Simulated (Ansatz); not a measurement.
# K2LiAlH6: the cost of one run

Method: DFT r2SCAN, scalar-relativistic, plane waves, PAW, in Ansatz 0.2.0.

1 further run of the same task is left out (set aside as unsound or not needed).

## 1. The structure to begin with

It takes space group Fm-3m (No. 225, cubic). Conventional cell: a = 7.775 Å, b = 7.775 Å, c = 7.775 Å, α = 90.00°, β = 90.00°, γ = 90.00°. K (site symmetry -43m) has 12 H at 2.75 Å as nearest neighbours. Around Li (site symmetry m-3m) lie 6 H at 2.11 Å. Around Al (site symmetry m-3m) lie 6 H at 1.77 Å. Around H (site symmetry 4mm) lie 1 Al at 1.77 Å and 1 Li at 2.11 Å.

Structure file:

```
CELL_PARAMETERS angstrom
0.00000 3.88769 3.88769
3.88769 0.00000 3.88769
3.88769 3.88769 0.00000
ATOMIC_POSITIONS crystal
K 0.75000 0.75000 0.75000
K 0.25000 0.25000 0.25000
Li 0.50000 0.50000 0.50000
Al 0.00000 0.00000 0.00000
H 0.77181 0.22819 0.22819
H 0.77181 0.22819 0.77181
H 0.22819 0.77181 0.77181
H 0.22819 0.77181 0.22819
H 0.22819 0.22819 0.77181
H 0.77181 0.77181 0.22819
```

It goes back to an entry of the Materials Project, which need not be the stable form.

It is the result of an earlier relaxation at this level (volume 11.75 Å³/atom; gap on the mesh: 3.08 eV).

## 2. Point at V/V0 = 0.97

File input.yaml:

```yaml
crystal:
  lattice:
    - [0.0, 3.8484177305, 3.8484177305]
    - [3.8484177305, 0.0, 3.8484177305]
    - [3.8484177305, 3.8484177305, 0.0]
  atoms:
    - { symbol: K, position: [0.75, 0.75, 0.75] }
    - { symbol: K, position: [0.25, 0.25, 0.25] }
    - { symbol: Li, position: [0.5, 0.5, 0.5] }
    - { symbol: Al, position: [0.0, 0.0, 0.0] }
    - { symbol: H, position: [0.7718052979, 0.2281947021, 0.2281947021] }
    - { symbol: H, position: [0.7718052979, 0.2281947021, 0.7718052979] }
    - { symbol: H, position: [0.2281947021, 0.7718052979, 0.7718052979] }
    - { symbol: H, position: [0.2281947021, 0.7718052979, 0.2281947021] }
    - { symbol: H, position: [0.2281947021, 0.2281947021, 0.7718052979] }
    - { symbol: H, position: [0.7718052979, 0.7718052979, 0.2281947021] }
basis:
  ecutwfc: 500
kpoints:
  mp_grid: { grid: [6, 6, 6] }
hamiltonian:
  xc: r2scan
scf:
  occupations: { method: gaussian, width: 0.02 }
output:
  forces: true
  stress: true
  eigenvalues: true
relax:
  adjacent_minimum: "off"
  f_tol: 0.01
  max_steps: 30
```

On the command line:

```sh
$ ansatz run input.yaml --threads 2 --pin off --max-ram 5120MiB --backend cpu --events-out ev --progress --plain --runs-dir out
```

**Question.** How long does this run take on 2 threads of Arm Neoverse V1, shared host, and how much memory does it need?

About 13 s, with a peak of 0.67 GiB.
